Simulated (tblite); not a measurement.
# C7H12Ge: the cost of one run

The runs use tblite 0.8.0 and PySCF 2.14.0, with density-fitted response routines of our own; the level of theory stands in each step. All values are computed, except where a source is named. Atoms are numbered from 0 throughout.

## Step 1: The molecule as given

20 atoms, charge 0, multiplicity 1; geometry from: force field or distance geometry start.

Bonds of the start (Å): C0–C1 1.27, C1–C2 1.48, C2–Ge3 1.94, Ge3–C4 1.92, C4–C5 1.50, C5–C6 1.52, Ge3–C7 1.97, C7–C0 1.48, C6–C4 1.51, C0–H8 1.14, C1–H9 1.14, C2–H10 1.11, C2–H11 1.11, Ge3–H12 1.55, C4–H13 1.11, C5–H14 1.10, C5–H15 1.09, C6–H16 1.11, C6–H17 1.10, C7–H18 1.10, C7–H19 1.10.

## Step 2: Geometry optimisation with GFN2-xTB

The job: settings as JSON, then the geometry in Å.

```
{"job": {"kind": "relax", "xc": "GFN2-xTB", "basis": "xTB"}, "charge": 0, "multiplicity": 1}
C     -2.564400     0.660800     0.199600
C     -2.629000    -0.433500    -0.443600
C     -1.395100    -1.122300    -0.892100
Ge    -0.154800    -0.316300     0.366500
C      1.554800     0.076700    -0.403200
C      2.748000    -0.764400    -0.068700
C      2.610300     0.625400     0.530600
C     -1.267800     1.303600     0.500500
H     -3.507700     1.185800     0.557400
H     -3.627400    -0.934300    -0.660400
H     -1.503600    -2.212600    -0.735300
H     -1.136600    -0.879000    -1.941500
H     -0.101300    -1.092600     1.704700
H      1.500000     0.594000    -1.387400
H      2.536900    -1.567100     0.654400
H      3.514200    -0.925900    -0.832200
H      2.319300     0.710800     1.602400
H      3.224200     1.406300     0.061600
H     -0.926500     1.948900    -0.322900
H     -1.198700     1.746200     1.506600
```

The run is started by

```
OMP_NUM_THREADS=1 python probes_run.py task.json out
```

One launch serves the whole session: the jobs run in the order shown.

Q: Estimate the wall time of this first job on 1 thread of Intel Xeon, shared host.

About 1.2 s.
